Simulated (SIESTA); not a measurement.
Crystal: NaLaMnMoO6.

```
Na La Mn Mo O
1.0
     5.40523    0.00142    0.00146
     0.07459    5.40460   -0.01175
     0.03041   -0.01433    8.22075
Na La Mn Mo O
2 2 2 2 12
Direct
  0.50619 0.50653 0.24999
  0.49381 0.49347 0.75001
  0.01207 0.01233 0.25001
  0.98793 0.98767 0.74999
  0.50000 0.00000 0.00000
  0.00000 0.50000 0.50000
  0.00000 0.50000 0.00000
  0.50000 0.00000 0.50000
  0.94778 0.54274 0.23246
  0.05222 0.45726 0.76754
  0.28121 0.28009 0.04830
  0.71879 0.71991 0.95170
  0.20507 0.79908 0.99952
  0.79493 0.20092 0.00048
  0.45652 0.05176 0.73248
  0.54348 0.94824 0.26752
  0.20097 0.79487 0.49902
  0.79903 0.20513 0.50098
  0.28007 0.28119 0.45169
  0.71993 0.71881 0.54831
```

The cell was built by a generator and needn't be a form met in nature.

| Item | Value |
| --- | --- |
| Program | SIESTA 5.4.2 |
| Task | single point |
| Functional | PBE |
| Potentials or basis | PseudoDojo 0.4 standard (PBE files) |
| Basis | DZP (energy shift 0.003 Ry; two zetas on semicore shells) |
| Grid cutoff | 800 Ry |
| Energy shift | 0.003 Ry |
| k mesh | 5 × 5 × 4 |
| Occupations | fermi-dirac, width 0.05 eV |
| Spin | collinear spin, ferromagnetic start |
| Starting moments | [0.0, 0.0, 0.0, 0.0, 4.0, 4.0, 1.0, 1.0, 0.0, 0.0, 0.0, 0.0, 0.0, 0.0, 0.0, 0.0, 0.0, 0.0, 0.0, 0.0] μB |

On this cell: pressure 5.6 GPa; largest force 0.618 eV/Å; net moment 7.04 μB per cell; site moments Na -0.01; La -0.03; Mn +3.71; Mo -0.31; O +0.05, +0.02, +0.01 μB; band gap on the k mesh none (metal or under the smearing width).

The same run follows on a disturbed copy (atoms moved at random, drawn with an rms of 0.05 Å):

```xyz
20
Lattice="5.4052 0.0014 0.0015 0.0746 5.4046 -0.0118 0.0304 -0.0143 8.2208" Properties=species:S:1:pos:R:3 pbc="T T T"
Na    2.7924    2.7661    2.0165
Na    2.6913    2.6410    6.1805
La    0.0439    0.0687    2.0370
La    5.4516    5.3255    6.1841
Mn    2.7106   -0.0052   -0.0103
Mn    0.0341    2.6910    4.1252
Mo    0.0180    2.6896    0.0024
Mo    2.6852    0.0015    4.0738
O     5.1817    2.9394    1.9217
O     0.3819    2.4770    6.3046
O     1.5805    1.4787    0.3467
O     3.9915    3.8301    7.8339
O     1.1788    4.3116    8.2138
O     4.3386    1.0999    0.0081
O     2.5067    0.2884    6.0595
O     3.0164    5.1641    2.1895
O     1.1693    4.2583    4.1729
O     4.3369    1.1164    4.1594
O     1.5636    1.5034    3.6581
O     3.9567    3.8669    4.5042
```

Problem. What does the disturbed cell give?

Solution. The energy (extrapolated to zero smearing) moves by +10.1 meV/atom; pressure 5.6 GPa; largest force 2.050 eV/Å; net moment 7.07 μB per cell; site moments Na -0.01; La -0.03; Mn +3.71, +3.70; Mo -0.28, -0.30; O +0.05, +0.03, +0.01, +0.02, +0.00, +0.06, +0.04 μB; band gap on the k mesh none (metal or under the smearing width).

Forces in eV/Å, atoms in the order of the input:
```
Na  -0.077 -0.079  0.006
Na   0.151  0.068 -0.080
La   0.415  0.023  0.352
La  -0.192 -0.085 -0.359
Mn  -0.136 -0.126 -0.280
Mn   0.073 -0.012  0.051
Mo   1.230  0.018 -0.350
Mo   0.727 -0.284  1.895
O    0.007 -0.202  0.545
O   -0.127  0.036 -0.332
O   -0.208  0.425  0.454
O   -1.100  0.795 -0.117
O    0.470  0.120  0.200
O   -0.753 -0.836  0.129
O    0.152 -0.088 -0.134
O   -0.008 -0.482 -1.096
O   -0.141  0.088 -0.625
O    0.208 -0.001 -0.303
O   -0.672  0.608  0.051
O   -0.012  0.009 -0.015
```

Stress tensor (GPa, compression positive):
```
 5.93 -0.33 -0.05
-0.33  6.05  0.11
-0.05  0.11  4.84
```

Caveats: short orbitals over semicore shells can move pressures by several GPa; the basis of atomic orbitals isn't converged, which shifts pressures, moduli and gaps; semilocal functionals often make such compounds metallic where correlation or magnetic order opens a gap, which also shifts bond lengths; only a ferromagnetic start was run, and an antiferromagnetic order may lie lower in energy.
